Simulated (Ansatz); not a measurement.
# SiNiGe4: what a guessed cell relaxes into

Aim: relax a trial structure of SiNiGe4 and see where it ends.

Method: DFT PBE, scalar-relativistic, plane waves, PAW, in Ansatz 0.2.0.

### Step 1. The structure to begin with

Symmetry: P4/mmm, No. 123, tetragonal system. The conventional cell has a = 3.990 Å, b = 3.990 Å, c = 5.649 Å, α = 90.00°, β = 90.00°, γ = 90.00°. Around Si (site symmetry 4/mmm) lie 8 Ge at 2.43 Å. Around Ni (site symmetry 4/mmm) lie 8 Ge at 2.46 Å. Around Ge (site symmetry 2mm) lie 2 Si at 2.43 Å and 2 Ni at 2.46 Å and 6 Ge at 2.78 to 2.86 Å.

Coordinates:

```cif
data_structure
_symmetry_space_group_name_H-M 'P4/mmm'
_symmetry_Int_Tables_number 123
_cell_length_a 3.9903
_cell_length_b 3.9903
_cell_length_c 5.6487
_cell_angle_alpha 90.000
_cell_angle_beta 90.000
_cell_angle_gamma 90.000
_cell_volume 89.94
loop_
_atom_site_label
_atom_site_type_symbol
_atom_site_symmetry_multiplicity
_atom_site_Wyckoff_symbol
_atom_site_fract_x
_atom_site_fract_y
_atom_site_fract_z
_atom_site_occupancy
Si1 Si 1 d 0.50000 0.50000 0.50000 1
Ni1 Ni 1 a 0.00000 0.00000 0.00000 1
Ge1 Ge 4 i 0.50000 0.00000 0.74647 1
```

The cell is invented: species swapped into a database cell of TbCeO4 (P4/mmm, No. 123), with Ni on the Tb sites, Si on the Ce sites and Ge on the O sites. The dimensions are guesses.

### Step 2. Probe: one point on a coarse mesh

input.yaml reads:

```yaml
crystal:
  lattice:
    - [3.99026652, 0.0, 0.0]
    - [0.0, 3.99026652, 0.0]
    - [0.0, 0.0, 5.64873055]
  atoms:
    - { symbol: Si, position: [0.5, 0.5, 0.5] }
    - { symbol: Ni, position: [0.0, 0.0, 0.0], spin: 2.0 }
    - { symbol: Ge, position: [0.5, 0.0, 0.74646699] }
    - { symbol: Ge, position: [0.0, 0.5, 0.25353301] }
    - { symbol: Ge, position: [0.5, 0.0, 0.25353301] }
    - { symbol: Ge, position: [0.0, 0.5, 0.74646699] }
basis:
  ecutwfc: 420
kpoints:
  mp_grid: { grid: [4, 4, 4] }
hamiltonian:
  xc: pbe
scf:
  occupations: { method: gaussian, width: 0.1 }
  lower_state_search: "off"
output:
  forces: true
  stress: true
  eigenvalues: true
  populations: true
magnetization:
  spin_polarized: true
```

On the command line:

```bash
ansatz run input.yaml --threads 1 --pin off --max-ram 2560MiB --backend cpu --events-out ev --progress --plain --runs-dir out
```

Output (excerpt; [...] marks lines left out):

```text
Warning: RAYON_NUM_THREADS=1 ignored (pool sized by the plan → 1); use --threads N
[...]
Pseudopotentials: kind: paw
Pseudopotential: Si, paw, valence charge 4, recommended cutoff 420 eV (normal), Si.paw.azcp
Pseudopotential: Ni, paw, valence charge 18, recommended cutoff 420 eV (normal), Ni.paw.azcp
Pseudopotential: Ge, paw, valence charge 14, recommended cutoff 420 eV (normal), Ge.paw.azcp
Functional definition: PBE
[...]
Crystal: 6 atoms, lattice volume = 89.940 Å³
Basis set: ecut = 420 eV, 1763 PW (Γ), exchange–correlation on 54×54×80 points (8 copies of the dense FFT grid, shifted against one another)
Bands: 48, of which v1, the nominal top of the filled ones, is band 39 counted from 1 (38 counted from 0)
Symmetry: 16 space group operations
Space group: P4/mmm (ITA 123), of the structure as read, at distance tolerance 4.5e-5 Å
[...]
WARN: the starting moments were not kept: the SCF closed with an absolute magnetisation of 1.1e-5 μB, where they sum to 2 μB in size (1 site). That is at most 0.1 of that sum. Measured as dr2_m measures the in/out step, that magnetisation stands 2.5e-11 eV from none, at or under the [...]
--- Forces (eV/Å), atoms counted from 1 ---
  atom   1  Si    -0.00000000    -0.00000000    -0.00000000
  atom   2  Ni     0.00000000     0.00000000     0.00000000
  atom   3  Ge     0.00000000     0.00000000     1.27620688
  atom   4  Ge     0.00000000     0.00000000    -1.27620688
  atom   5  Ge    -0.00000000     0.00000000    -1.27620688
  atom   6  Ge    -0.00000000     0.00000000     1.27620688
[...]
--- Stress (GPa, compression-positive) ---
       22.933786      -0.000000      -0.000000
       -0.000000      22.933786       0.000000
       -0.000000       0.000000      19.088419
  P = ⅓ Tr σ = 21.6520 GPa (216.520 kbar)
--- Band table (eV; the first three rows and the last of 36) ---
[...]
--- Löwdin populations: 6 sites ---
  site symbol       q [e]    m [muB]
     0     Si      3.8666     0.0000
     1     Ni     17.4662    -0.0000
     2     Ge     14.0653    -0.0000
     3     Ge     14.0653    -0.0000
     4     Ge     14.0653    -0.0000
     5     Ge     14.0653    -0.0000
  spilling = 0.005204 (of n_electrons = 78.000000)
```

Run time: 20 s. Hardware: 1 thread of Arm Neoverse V1, shared host; peak memory 0.43 GiB.

Site by site:

```tsv
atom	Löwdin electrons
Si1	3.87
Ni2	17.47
Ge3	14.07
Ge4	14.07
Ge5	14.07
Ge6	14.07
```

The Löwdin counts miss 0.41 of the 78 electrons, which the atomic orbitals do not span, so they are no charges.

From the probe: pressure 21.7 GPa, largest force 1.28 eV/Å, gap on this mesh none (metal). A cheap, loose relaxation comes first.

### Step 3. A loose first relaxation

input.yaml, as its differences from that of step 2:

```diff
@@ -28 +28,6 @@
   spin_polarized: true
+relax:
+  adjacent_minimum: "off"
+  f_tol: 0.04
+  max_steps: 70
+  cell: { stress_tol: 0.4 }
```

On the command line:

```bash
ansatz run input.yaml --threads 1 --pin off --max-ram 2560MiB --backend cpu --events-out ev --progress --plain --runs-dir out
```

Output:

```text
Warning: RAYON_NUM_THREADS=1 ignored (pool sized by the plan → 1); use --threads N
Engine: ansatz 0.2.0, aarch64-unknown-linux-gnu
[... 5 set-up lines as earlier in the session ...]
  parameter kappa = 0.804
  parameter beta = 0.06672455060314922
  exchange = pbe_x(kappa = kappa, mu = beta*pi^2/3)
  correlation = pbe_c(beta = beta)
Crystal: 6 atoms, lattice volume = 89.940 Å³
Basis set: ecut = 420 eV, 1763 PW (Γ), exchange–correlation on 54×54×80 points (8 copies of the dense FFT grid, shifted against one another)
Bands: 48, of which v1, the nominal top of the filled ones, is band 39 counted from 1 (38 counted from 0)
[... 2 set-up lines as earlier in the session ...]
Magnetic group: BNS 123.339 (UNI 999), of the structure as read, at distance tolerance 4.5e-5 Å
k-points: 18 of 64
Non-local potential: Si, projectors of the file, l = 0: 2, l = 1: 2, l = 2: 2
Non-local potential: Ni, projectors of the file, l = 0: 3, l = 1: 2, l = 2: 3, l = 3: 1
Non-local potential: Ge, projectors of the file, l = 0: 2, l = 1: 2, l = 2: 3, l = 3: 1
PAW form: soft (Blöchl's): semilocal exchange-correlation on the pseudo side does not see the compensation charge
PAW one-centre angular grid: Si, 110 points (default); XC on 64 Gauss nodes
PAW one-centre angular grid: Ni, 590 points (default); XC on 64 Gauss nodes
PAW one-centre angular grid: Ge, 590 points (default); XC on 64 Gauss nodes
Initial density: superposition of atomic densities (chi_scale 0.1, normalization cell)
Starting moments: Σ|m| = 2 μB on 1 of 6 sites
Initial wavefunctions: pseudopotential atomic-orbital guess
Functional: x = pbe(κ = 0.804, μ = 0.2195149727645171), c = pbe(β = 0.06672455060314922)
SCF iter   1: F=—  HF=-23654.380879 eV  |F-HF|=—  |Δ(HF+E_count)|=         —  Δρ=1.33e-1 (↑3.40e-2 ↓1.33e-1)  dr2=1.10e1  dr2_m=5.46e0  M=0.348 μB ∫|m|=0.459 μB  β_m=0.30  ethr=3.10e-3  ⟨swp⟩=6.1  Hψ=6076  notcnv=0  defer=4
preconditioner: auto → Kerker (q_TF=auto, 2.664 Å⁻¹)  [metal: Δε(μ)=0.038 eV  Ē_g=19.834 eV  σ=0.100 eV  W_gap=0.21  n_scr=28 (ndim 8)  ℏωp=32.8 eV  f_vac=0.000  D(μ)=4.03/eV (n_scr^D=36)]
spin=Collinear: Kerker preconditioning applied to the charge; magnetization (m = ρ↑ − ρ↓) channel mixes plain (no charge-response kernel on spin).
SCF iter   2: F=—  HF=-23653.478512 eV  |F-HF|=—  |Δ(HF+E_count)|=   9.02e-1  Δρ=8.98e-2 (↑8.98e-2 ↓4.57e-2)  dr2=1.77e0  dr2_m=3.48e0  M=0.561 μB ∫|m|=0.862 μB  β_m=0.30  ethr=3.10e-3  ⟨swp⟩=3.0  Hψ=3751  notcnv=0  defer=76
Mixer restart at iter 2: flushing history
spin-set hold released at iteration 2 (the charge has settled, or the pull on large starting moments outlasts its swing): the magnetisation degrees of freedom join the quasi-Newton model from the next iteration; the mixer history was flushed
SCF iter   3: F=—  HF=-23653.519200 eV  |F-HF|=—  |Δ(HF+E_count)|=   4.07e-2  Δρ=8.02e-2 (↑4.00e-2 ↓8.02e-2)  dr2=2.60e0  dr2_m=2.87e0  M=0.429 μB ∫|m|=0.589 μB  β_m=0.55  ethr=2.27e-3  ⟨swp⟩=2.1  Hψ=3612  notcnv=0  defer=86
SCF iter   4: F=—  HF=-23653.814043 eV  |F-HF|=—  |Δ(HF+E_count)|=   2.95e-1  Δρ=6.90e-2 (↑6.90e-2 ↓1.76e-2)  dr2=3.94e0  dr2_m=6.38e-1  M=0.352 μB ∫|m|=0.572 μB  β_m=0.56  ethr=2.27e-3  ⟨swp⟩=2.9  Hψ=3210  notcnv=0  defer=89
SCF iter   5: F=—  HF=-23653.521909 eV  |F-HF|=—  |Δ(HF+E_count)|=   2.92e-1  Δρ=9.24e-3 (↑9.24e-3 ↓6.42e-3)  dr2=1.61e-1  dr2_m=3.07e-3  M=0.074 μB ∫|m|=0.121 μB  β_m=0.75  ethr=2.27e-3  ⟨swp⟩=2.1  Hψ=3068  notcnv=0  defer=90
SCF iter   6: F=—  HF=-23653.516484 eV  |F-HF|=—  |Δ(HF+E_count)|=   5.43e-3  Δρ=1.93e-3 (↑1.50e-3 ↓1.93e-3)  dr2=1.21e-2  dr2_m=2.71e-4  M=0.032 μB ∫|m|=0.043 μB  β_m=0.82  ethr=2.07e-4  ⟨swp⟩=2.0  Hψ=1969  notcnv=0  defer=90
SCF iter   7: F=—  HF=-23653.517448 eV  |F-HF|=—  |Δ(HF+E_count)|=   9.64e-4  Δρ=1.66e-3 (↑1.64e-3 ↓1.66e-3)  dr2=9.41e-3  dr2_m=1.49e-5  M=0.016 μB ∫|m|=0.018 μB  β_m=0.83  ethr=1.55e-5  ⟨swp⟩=2.0  Hψ=2897  notcnv=0  defer=90
SCF iter   8: F=—  HF=-23653.517644 eV  |F-HF|=—  |Δ(HF+E_count)|=   1.96e-4  Δρ=1.77e-3 (↑1.43e-3 ↓1.77e-3)  dr2=7.82e-3  dr2_m=2.89e-5  M=0.011 μB ∫|m|=0.012 μB  β_m=0.80  ethr=1.21e-5  ⟨swp⟩=1.9  Hψ=2523  notcnv=0  defer=90
SCF iter   9: F=—  HF=-23653.517312 eV  |F-HF|=—  |Δ(HF+E_count)|=   3.32e-4  Δρ=4.74e-4 (↑2.10e-4 ↓4.74e-4)  dr2=1.14e-4  dr2_m=8.46e-5  M=0.004 μB ∫|m|=0.006 μB  β_m=0.79  ethr=1.00e-5  ⟨swp⟩=2.0  Hψ=1769  notcnv=0  defer=90
SCF iter  10: F=—  HF=-23653.517339 eV  |F-HF|=—  |Δ(HF+E_count)|=   2.73e-5  Δρ=2.39e-4 (↑2.39e-4 ↓6.28e-5)  dr2=5.17e-5  dr2_m=1.43e-5  M=0.001 μB ∫|m|=0.002 μB  β_m=0.89  ethr=1.46e-7  ⟨swp⟩=2.0  Hψ=2391  notcnv=0  defer=90
SCF iter  11: F=—  HF=-23653.517345 eV  |F-HF|=—  |Δ(HF+E_count)|=   5.26e-6  Δρ=2.30e-5 (↑2.30e-5 ↓1.60e-5)  dr2=1.43e-6  dr2_m=1.21e-7  M=-0.000 μB ∫|m|=0.000 μB  β_m=0.95  ethr=6.63e-8  ⟨swp⟩=1.9  Hψ=1906  notcnv=0  defer=90
SCF iter  12: F=—  HF=-23653.517345 eV  |F-HF|=—  |Δ(HF+E_count)|=   7.55e-7  Δρ=8.89e-6 (↑8.89e-6 ↓5.95e-6)  dr2=2.74e-7  dr2_m=4.60e-9  M=-0.000 μB ∫|m|=0.000 μB  β_m=0.97  ethr=1.84e-9  ⟨swp⟩=2.0  Hψ=2118  notcnv=0  defer=90
iter 13 did not close the SCF: its close was put off for a magnetic moment that had not settled (scf_convergence_deferred on its scf_iter line)
SCF iter  13: F=-23653.517345 eV  HF=-23653.517345 eV  |F-HF|=3.85e-8  |Δ(HF+E_count)|=   4.98e-8  Δρ=4.30e-6 (↑3.29e-6 ↓4.30e-6)  dr2=5.58e-8  dr2_m=4.17e-10  M=-0.000 μB ∫|m|=0.000 μB  β_m=0.99  ethr=1.28e-10  ⟨swp⟩=9.9  Hψ=6778  notcnv=0
iter 14 did not close the SCF: its close was put off until two iterations running show no level that it waits for move by more than its bar (scf_convergence_deferred on its scf_iter line)
SCF iter  14: F=-23653.517345 eV  HF=-23653.517345 eV  |F-HF|=4.10e-8  |Δ(HF+E_count)|=   5.03e-9  Δρ=3.90e-6 (↑3.90e-6 ↓3.68e-6)  dr2=4.31e-8  dr2_m=2.79e-11  M=-0.000 μB ∫|m|=0.000 μB  β_m=0.98  ethr=7.15e-11  ⟨swp⟩=2.0  Hψ=5175  notcnv=0
SCF iter  15: F=-23653.517345 eV  HF=-23653.517345 eV  |F-HF|=3.14e-9  |Δ(HF+E_count)|=   2.84e-9  Δρ=1.14e-6 (↑1.14e-6 ↓8.88e-7)  dr2=3.80e-9  dr2_m=2.06e-11  M=-0.000 μB ∫|m|=0.000 μB  ethr=5.52e-11  ⟨swp⟩=2.0  Hψ=3991  notcnv=0
WARN: the starting moments were not kept: the SCF closed with an absolute magnetisation of 1.1e-5 μB, where they sum to 2 μB in size (1 site). That is at most 0.1 of that sum. Measured as dr2_m measures the in/out step, that magnetisation stands 2.5e-11 eV from none, at or under the dr2_threshold of 1.0e-7 eV: it is no larger than a step whose dr2_m would equal this threshold. The system may hold no moment; this SCF shows only that its start led to no more than that. To try another start: raise the starting moments (crystal.atoms[].spin, magnetization.per_species, magnetization.initial_magnetization, or on a non-collinear deck that types none of these the spinor_matrix: blocks that start its atoms; where the total moment is fixed, keep their sum and leave initial_magnetization as it is; typed ones take the place of any that the run laid by itself, positive ones on a crystal's lanthanoids without a Hubbard term where scf.initial_density.shell_occupations: [] is typed) or, if the notice of its spin-set hold's release reads "site moments contracting" or "site moments show no strong build", lengthen the hold (scf.mixing.spin_hold: { on: { confirm: 4 } }; for m-r²SCAN on two components see the key's manual first). Each may lead to a state that holds a moment. A second SCF, from the converged charge density, with the starting moments and any scf.initial_density.shell_occupations laid on it anew, would have followed, and was not run: the deck does not ask for one (magnetization.retry_lost_moments is false, the default). To let it run, set magnetization.retry_lost_moments: true and run the deck again, where that key's refused combinations let it; where memory then withholds it, that run's warning says so.
SCF 1 converged in 15 iterations: F = -23653.517345 eV  dr2 = 3.80e-9
relax step   1: F+E_penalty+E_count = -23653.51734537 eV  Δ(F+E_penalty+E_count) = +0.000e0 eV  max|allowed force component| = 1.276e0 eV/Å  Δτ_max = 0.0000 Å  P = +21.652 GPa  Ω = 89.940 Å³  (15 SCF iters, dr2 threshold 1.00e-7 eV, accepted)
[... from here on, the SCF cycles and remarks between the steps are left out ...]
relax step   2: F+E_penalty+E_count = -23654.64227532 eV  Δ(F+E_penalty+E_count) = -1.125e0 eV  max|allowed force component| = 5.101e-1 eV/Å  Δτ_max = 0.0692 Å  P = +6.121 GPa  Ω = 100.789 Å³  energy of the carried Pulay correction = -2.987e-3 eV  (12 SCF iters, dr2 threshold 6.00e-7 eV, accepted)
relax step   3: F+E_penalty+E_count = -23654.87105762 eV  Δ(F+E_penalty+E_count) = -2.288e-1 eV  max|allowed force component| = 2.392e-1 eV/Å  Δτ_max = 0.0492 Å  P = +0.981 GPa  Ω = 106.118 Å³  energy of the carried Pulay correction = -4.334e-3 eV  (12 SCF iters, dr2 threshold 6.00e-7 eV, accepted)
relax step   4: F+E_penalty+E_count = -23654.95786306 eV  Δ(F+E_penalty+E_count) = -8.681e-2 eV  max|allowed force component| = 1.742e-1 eV/Å  Δτ_max = 0.0467 Å  P = -1.703 GPa  Ω = 109.282 Å³  energy of the carried Pulay correction = -5.100e-3 eV  (11 SCF iters, dr2 threshold 6.00e-7 eV, accepted)
relax step   5: F+E_penalty+E_count = -23654.97510852 eV  Δ(F+E_penalty+E_count) = -1.725e-2 eV  max|allowed force component| = 6.356e-2 eV/Å  Δτ_max = 0.0119 Å  P = -0.894 GPa  Ω = 108.055 Å³  energy of the carried Pulay correction = -4.806e-3 eV  (8 SCF iters, dr2 threshold 6.00e-7 eV, accepted)
relax step   6: F+E_penalty+E_count = -23654.99042898 eV  Δ(F+E_penalty+E_count) = -1.532e-2 eV  max|allowed force component| = 4.283e-2 eV/Å  Δτ_max = 0.0127 Å  P = -0.155 GPa  Ω = 106.934 Å³  energy of the carried Pulay correction = -4.534e-3 eV  (8 SCF iters, dr2 threshold 6.00e-7 eV, accepted)
relax step   7: F+E_penalty+E_count = -23654.99082188 eV  Δ(F+E_penalty+E_count) = -3.929e-4 eV  max|allowed force component| = 2.557e-2 eV/Å  Δτ_max = 0.0053 Å  P = +0.198 GPa  Ω = 106.580 Å³  energy of the carried Pulay correction = -4.447e-3 eV  (7 SCF iters, dr2 threshold 1.15e-7 eV, accepted)
relax step   8: F+E_penalty+E_count = -23655.00998770 eV  Δ(F+E_penalty+E_count) = -1.917e-2 eV  max|allowed force component| = 2.535e-2 eV/Å  Δτ_max = 0.0000 Å  P = +0.564 GPa  Ω = 106.580 Å³  stress off target by 9.03e-1 GPa  SCF on the basis re-selected at this cell (its energy is not comparable with the rows above)  (10 SCF iters)
relax step   9: F+E_penalty+E_count = -23655.01120917 eV  Δ(F+E_penalty+E_count) = -1.221e-3 eV  max|allowed force component| = 3.453e-2 eV/Å  Δτ_max = 0.0038 Å  P = +0.005 GPa  Ω = 107.210 Å³  energy of the carried Pulay correction = -1.444e-4 eV  (8 SCF iters, dr2 threshold 6.00e-7 eV, accepted)
relax step  10: F+E_penalty+E_count = -23655.01134867 eV  Δ(F+E_penalty+E_count) = -1.395e-4 eV  max|allowed force component| = 3.452e-2 eV/Å  Δτ_max = 0.0000 Å  P = +0.003 GPa  Ω = 107.210 Å³  stress off target by 2.26e-1 GPa  SCF on the basis re-selected at this cell (its energy is not comparable with the rows above)  (7 SCF iters)
basis re-selected at this cell: Δ(F+E_penalty+E_count) = -1.395e-4 eV, ΔP = -0.003 GPa vs the last step (what re-selecting the basis moved, of the pressure what is left beyond the Pulay correction that the steps carried, after the strain that the cell walked since its last selection, with what the two solves' SCF thresholds leave and, on support functions, any second-order correction that the steps lacked; it is no measure of the basis error at this ecutwfc). This SCF's stress stands 2.26e-1 GPa from its target on what of the cell is left free (relax.cell.stress_tol is 4.00e-1 GPa) and its largest allowed force component is 3.45e-2 eV/Å (relax.f_tol is 4.00e-2 eV/Å): within both
SCF converged after 7 iterations
Magnetization: -0.0000 μB (39.0000 up, 39.0000 down)
Absolute magnetization: 0.0000 μB (∫|ρ↑−ρ↓|, with the PAW one-centre terms)
Spin contamination: 0.0000 ħ² per cell (⟨S²⟩ above its minimum at these occupations)
Per-site moments (μB) at R_I (Å): [(1.1668025140122269e-8, 1.1063527304335266), (-1.0726891110809252e-7, 1.0373641145694261), (-3.2422852062060306e-9, 1.0373641145694263), (-3.2422852443793546e-9, 1.0373641145694261), (-3.2422852093183928e-9, 1.0373641145694261), (-3.2422852913369227e-9, 1.0373641145694263)]
Free energy (F): -23655.011349 eV
Harris-Foulkes:  -23655.011349 eV  (|F-HF|=2.06e-9)
Internal energy: -23655.000480 eV  (E = F + TS)
E sigma→0 (E₀):  -23655.005914 eV
Entropy (-TS):   -0.010869 eV (-1.812 meV/atom)
Fermi energy:    11.015771 eV
--- Per-component energies (eV) ---
  E_band       = -866.800762
  E_kinetic    = 767.226875
  E_local      = -14759.066287  (includes V_loc(G=0)·N_el)
  E_nonlocal   = 2328.200012
  E_hartree    = 6489.346361
  E_xc         = -443.122884
  E_vxc        = -415.404032  (∫ρ·V_xc dr)
  E_paw        = -10214.715556  (= ΣΔE_a)
  E_vpaw       = -1766.452078  (= ΣTr[D̂ρ^β])
  E_aug_tail   = 0.001603  (compensation charges beyond the density's cutoff)
  E_ewald      = -7822.870603
  E_smearing   = -0.010869  (= −TS)
  E_closure    = -0.000000  (closes the sum)
  Σ components = -23655.011349   (vs F -23655.011349, Δ=0.00e0)
--- Forces (eV/Å), atoms counted from 1 ---
  atom   1  Si    -0.00000000     0.00000000     0.00000000
  atom   2  Ni     0.00000000     0.00000000     0.00000000
  atom   3  Ge     0.00000000     0.00000000     0.03452372
  atom   4  Ge     0.00000000     0.00000000    -0.03452372
  atom   5  Ge    -0.00000000    -0.00000000    -0.03452372
  atom   6  Ge    -0.00000000    -0.00000000     0.03452372
  max |Σ_I F_I| component: 6.94e-18 eV/Å
--- Stress (GPa, compression-positive) ---
        0.116946      -0.000000       0.000000
       -0.000000       0.116946      -0.000000
        0.000000      -0.000000      -0.225633
  P = ⅓ Tr σ = 0.0028 GPa (0.028 kbar)
--- Band table (eV; the first three rows and the last of 36) ---
  k-point 0 ↑: bands = ["-92.5928", "-53.0330", "-53.0330", "-52.9387", "-13.8954", "-13.8903", "-13.8827", "-13.8587", "-13.8398", "-13.8398", "-13.8380", "-13.8121", "-13.8112", "-13.8112", "-13.7855", "-13.7828", "-13.7828", "-13.7752", "-13.7604", "-13.7604", "-13.7558", "-13.7146", "-13.7135", "-13.7133", "-2.0830", "0.5470", "2.8081", "4.1982", "6.9586", "6.9586", "7.2474", "7.4842", "7.4842", "8.3657", "8.4145", "8.7540", "10.7037", "10.8475", "10.8475", "11.2500", "11.8319", "11.8319", "11.8352", "13.9978", "14.6981", "15.8618", "15.8618", "17.2336"]
[... 3 lines left out ...]
--- Relaxed structure (8 steps of the walk, 8 accepted, 2 SCFs on fresh bases) ---
  F+E_penalty+E_count = -23655.01134867 eV   max|allowed force component| = 3.452e-2 eV/Å   (the final SCF, on the basis selected at the relaxed cell)
  cell:  # Å, volume = 107.2102 Å³
    - [4.111225266704491, -2.7872603237749435e-34, -2.2834135127143493e-33]
    - [-2.7872603237749435e-34, 4.111225266704491, -3.859283525226845e-34]
    - [-1.7755838898356038e-33, -5.4633074359305135e-34, 6.3429808964934224]
  atoms:
    - { symbol: Si, position: [0.5, 0.5, 0.49999999999999994] }
    - { symbol: Ni, position: [-5.019437592405641e-33, -6.212323098192549e-35, -1.023665677696267e-19] }
    - { symbol: Ge, position: [0.5, 3.098620033954311e-34, 0.7716028047121659] }
    - { symbol: Ge, position: [9.605992164063781e-34, 0.5, 0.22839719528783387] }
    - { symbol: Ge, position: [0.5, 2.977955791682893e-34, 0.22839719528783387] }
    - { symbol: Ge, position: [1.2260618301484684e-33, 0.5, 0.7716028047121659] }
--- Löwdin populations: 6 sites ---
  site symbol       q [e]    m [muB]
     0     Si      3.9333     0.0000
     1     Ni     17.4592    -0.0000
     2     Ge     14.0661    -0.0000
     3     Ge     14.0661    -0.0000
     4     Ge     14.0661    -0.0000
     5     Ge     14.0661    -0.0000
  spilling = 0.004399 (of n_electrons = 78.000000)
```

Run time: 2.4 min. Hardware: 1 thread of Arm Neoverse V1, shared host; peak memory 0.5 GiB.

The steps of the relaxation:

```
step  E - E(step 1) (eV/cell)  largest force component (eV/Å)  pressure (GPa)  volume (Å³)
   1                   0.0000                          1.2762           21.65        89.94
   2                  -1.1249                          0.5101            6.12       100.79
   3                  -1.3537                          0.2392            0.98       106.12
   4                  -1.4405                          0.1742           -1.70       109.28
   5                  -1.4578                          0.0636           -0.89       108.05
   6                  -1.4731                          0.0428           -0.16       106.93
   7                  -1.4735                          0.0256            0.20       106.58
   8                  -1.4926                          0.0254            0.56       106.58
   9                  -1.4939                          0.0345            0.01       107.21
  10                  -1.4940                          0.0345            0.00       107.21
```

Step 1 is the start. Steps 8, 10 each repeat the geometry before them on a plane-wave basis chosen anew, so the energy can jump there without any move.

|  | before | after | change |
| --- | --- | --- | --- |
| a (Å) | 3.990 | 4.111 | +3.0 % |
| b (Å) | 3.990 | 4.111 | +3.0 % |
| c (Å) | 5.649 | 6.343 | +12.3 % |
| volume (Å³/atom) | 14.99 | 17.87 | +19.2 % |
| shortest distance (Å) | 2.433 | 2.515 | +3.4 % |
| space group (0.01 Å) | P4/mmm | P4/mmm | same |

Forces and stress were held to the start's 16 operations: a distortion of lower symmetry was not tested.

Site by site:

```tsv
atom	Löwdin electrons
Si1	3.93
Ni2	17.46
Ge3	14.07
Ge4	14.07
Ge5	14.07
Ge6	14.07
```

The Löwdin counts miss 0.34 of the 78 electrons, which the atomic orbitals do not span, so they are no charges.

(Part 1 of 2 ends here.)
